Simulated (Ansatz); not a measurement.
# Si₂PH₉ (built from SMILES P.[SiH3][SiH3]): a reaction path by the nudged elastic band

What path joins these two structures, and how high does it climb? Both ends were relaxed at PBE0-D4 in triple zeta.

Computed with Ansatz 0.2.0, Gaussian basis. Level: PBE0-D4/def2-SVP.

22 further runs of the same task are left out: 22 set aside as unsound or not needed.

### 1 Starting geometry

The first end: 12 atoms, charge 0, spin multiplicity 1.

Atoms are counted from 1 here; the program's logs count them from 0.

Bond lengths: Si1–H2 1.487 Å, Si1–H3 1.490 Å, Si1–H4 1.485 Å, Si1–Si5 2.339 Å, Si5–H8 1.488 Å, Si5–H9 1.488 Å, Si5–H10 1.488 Å, H6–P7 1.419 Å, P7–H11 1.419 Å, P7–H12 1.420 Å. Angles: H2–Si1–H3 108.3°, H2–Si1–H4 109.5°, H2–Si1–Si5 110.9°, H3–Si1–H4 108.6°, H3–Si1–Si5 108.3°, H4–Si1–Si5 111.2°, Si1–Si5–H8 112.0°, Si1–Si5–H9 110.0°, Si1–Si5–H10 109.9°, H8–Si5–H9 108.3°, H8–Si5–H10 108.2°, H9–Si5–H10 108.4°, H6–P7–H11 93.3°, H6–P7–H12 93.4°, H11–P7–H12 93.5°.

As a file:

```
Si   -0.21493   -1.22074   -1.32724
H     1.01198   -0.51150   -1.77619
H    -0.23725   -2.56676   -1.96591
H    -1.41468   -0.46619   -1.77146
Si   -0.21026   -1.50839    0.99443
H     1.44637    2.14747    0.52524
P     0.15097    2.37388   -0.00814
H    -0.17008   -0.20850    1.71739
H    -1.43451   -2.24017    1.41895
H     0.97869   -2.30456    1.40412
H    -0.37321    2.81799    1.23339
H     0.46681    3.68746   -0.44458
```

The second end:

```xyz
12
charge 0, multiplicity 1
Si   -1.3033    0.0670   -0.5483
H     2.9654    0.2423    0.8606
H    -1.5036   -0.4861   -1.9168
H    -2.6416    0.3848    0.0220
Si   -0.2502   -1.5233    0.8051
H     2.7602    0.9481    0.9914
P    -0.1067    1.9839   -0.5345
H    -0.0515   -0.9786    2.1746
H    -1.0795   -2.7559    0.8915
H     1.0770   -1.8835    0.2375
H    -0.7993    2.5488   -1.6393
H     0.9328    1.4527   -1.3437
```

### 2 The band at PBE0-D4/def2-SVP

neb/in.yaml

```yaml
crystal:
  periodic: [false, false, false]
  atoms:
    - {symbol: Si, position_ang: [-0.214929, -1.220737, -1.327241]}
    - {symbol: H, position_ang: [1.011982, -0.511504, -1.776188]}
    - {symbol: H, position_ang: [-0.237248, -2.566757, -1.965905]}
    - {symbol: H, position_ang: [-1.414681, -0.466186, -1.771460]}
    - {symbol: Si, position_ang: [-0.210259, -1.508390, 0.994428]}
    - {symbol: H, position_ang: [1.446372, 2.147473, 0.525235]}
    - {symbol: P, position_ang: [0.150969, 2.373883, -0.008138]}
    - {symbol: H, position_ang: [-0.170085, -0.208501, 1.717394]}
    - {symbol: H, position_ang: [-1.434512, -2.240173, 1.418947]}
    - {symbol: H, position_ang: [0.978690, -2.304558, 1.404124]}
    - {symbol: H, position_ang: [-0.373205, 2.817992, 1.233387]}
    - {symbol: H, position_ang: [0.466806, 3.687457, -0.444583]}
basis:
  gaussian: {orbitals: def2-SVP}
hamiltonian: {xc: pbe0, dispersion: d4}
neb:
  images: 5
  climbing: true
  max_iterations: 40
  initial_path: idpp
  final_atoms:
    - {symbol: Si, position_ang: [-1.303300, 0.066963, -0.548305]}
    - {symbol: H, position_ang: [2.965440, 0.242270, 0.860609]}
    - {symbol: H, position_ang: [-1.503572, -0.486112, -1.916828]}
    - {symbol: H, position_ang: [-2.641575, 0.384792, 0.022041]}
    - {symbol: Si, position_ang: [-0.250154, -1.523319, 0.805054]}
    - {symbol: H, position_ang: [2.760231, 0.948078, 0.991438]}
    - {symbol: P, position_ang: [-0.106750, 1.983855, -0.534544]}
    - {symbol: H, position_ang: [-0.051544, -0.978593, 2.174589]}
    - {symbol: H, position_ang: [-1.079452, -2.755929, 0.891471]}
    - {symbol: H, position_ang: [1.077048, -1.883535, 0.237516]}
    - {symbol: H, position_ang: [-0.799290, 2.548817, -1.639313]}
    - {symbol: H, position_ang: [0.932818, 1.452713, -1.343729]}
```

Started as:

```
ansatz run in.yaml --threads 4 --pin off --events-out ev --progress --plain --max-ram 9574MiB
```

What does the calculation give? Wanted: from earlier runs: barrier over the separately found saddle, CCSD(T)/def2-TZVPP.

**Answer**, as computed:

| quantity | value |
| --- | --- |
| PBE0-D4/def2-SVP, 25 iterations | highest 2.411 eV (image 3), last end +0.069 eV |
| from earlier runs: barrier over the separately found saddle, CCSD(T)/def2-TZVPP | 2.722 eV |

**Reading.** The highest image lies 2.411 eV above the first end, and it climbed, so it estimates the saddle. The ends are not quite minima at this level (largest force component 0.51 eV/Å), so the heights are unreliable: relaxing the first end would lower it and raise the barrier above it. The highest image is 0.311 eV below the CCSD(T) barrier in triple zeta, which comes from separate runs on the saddle.
